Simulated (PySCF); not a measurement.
# SnBrH3: geometry, NMR shifts and electronic excitations

Aim: predict the NMR shifts and electronic excitations of SnBrH3 (`[H][Sn]([H])([H])[Br]`).

Programs: PySCF 2.14.0, with density-fitted response routines of our own. Each step states its level of theory. These are calculated values for one molecule in the gas phase, unless marked as measured. Atoms count from 0, in the outputs and in this text.

## 1. The molecule as given

5 atoms, charge 0, multiplicity 1; geometry from: GFN2-xTB.

Bonds of the start (Å): Sn0–Br1 2.46, Sn0–H2 1.67, Sn0–H3 1.67, Sn0–H4 1.67.

## 2. Geometry optimisation at PBE0-D3(BJ)/def2-SVP

The job: settings as JSON, then the geometry in Å.

```
{"job": {"xc": "PBE0", "basis": "def2-SVP", "d3": "d3bj", "grid": 1, "maxiter": 40, "kind": "geom"}, "charge": 0, "multiplicity": 1}
Sn    -0.001560     0.001550    -0.201000
Br     0.012690    -0.020700     2.254080
H      1.598490     0.011380    -0.692950
H     -0.808630     1.392010    -0.667020
H     -0.800990    -1.384240    -0.693110
```

**Question.** This job is followed by: GIAO PBE0/pcSseg-1 Sn:def2-TZVP NMR shielding, non-relativistic, gas phase; TDDFT wB97X-D/def2-SVPD, vertical, gas phase, core orbitals frozen in the response; GIAO B3LYP/pcSseg-1 Sn:def2-TZVP NMR shielding, non-relativistic, gas phase. What will the session give for the following? point group; rotational constants (main isotopes); 1H shifts against TMS (PBE0/def2-TZVP+pcSseg-1, means over atoms taken as alike); 79Br shifts against HBr (PBE0/def2-TZVP+pcSseg-1); lowest singlet (wB97X-D/def2-SVPD); brightest single state of those computed; lowest triplet; vertical ionisation energy (ΔSCF); range of the shift of Br1.

**Answer**, as computed:

| quantity | value |
| --- | --- |
| point group | C3v |
| rotational constants (main isotopes) | 62.37, 1.64, 1.64 GHz |
| 1H shifts against TMS (PBE0/def2-TZVP+pcSseg-1, means over atoms taken as alike) | 5.58 ppm |
| 79Br shifts against HBr (PBE0/def2-TZVP+pcSseg-1) | -319 ppm |
| lowest singlet (wB97X-D/def2-SVPD) | 5.74 eV (216 nm), f = 0.019 |
| brightest single state of those computed | state 7, 7.70 eV, f = 0.224 |
| lowest triplet | 5.32 eV |
| vertical ionisation energy (ΔSCF) | 10.53 eV |
| range of the shift of Br1 | -319 to -312 ppm |

**Reading.** The optimisation took 3 steps and gained 0.040 eV; among the close pairs (by a distance rule), Sn0–Br1 changed most, from 2.455 to 2.502 Å. No frequency check was run at this level, so the end point may be a saddle. At PBE0/def2-TZVP+pcSseg-1: Shielding is most anisotropic at Br1 (span 51 ppm, paramagnetic term -219 ppm). The first singlet state (HOMO→LUMO 0.83, HOMO−1→LUMO 0.10) lies at 5.74 eV and is weak; of the 10 states computed, the strongest absorption comes from state 7 at 7.70 eV. The lowest triplet lies 0.42 eV below the lowest singlet (triplets in Tamm-Dancoff, singlets in full TDDFT). Spin-orbit coupling, left out, mixes singlets and triplets in elements this heavy. The orbital energy would give 10.02 eV for ionisation, ΔSCF gives 10.53 eV. Across the 2 runs the shift of Br1 moves most, between -319 (PBE0/def2-TZVP+pcSseg-1) and -312 ppm (B3LYP/def2-TZVP+pcSseg-1). Spin-orbit coupling is left out, which matters for shieldings and couplings at and beside the heavy atoms.
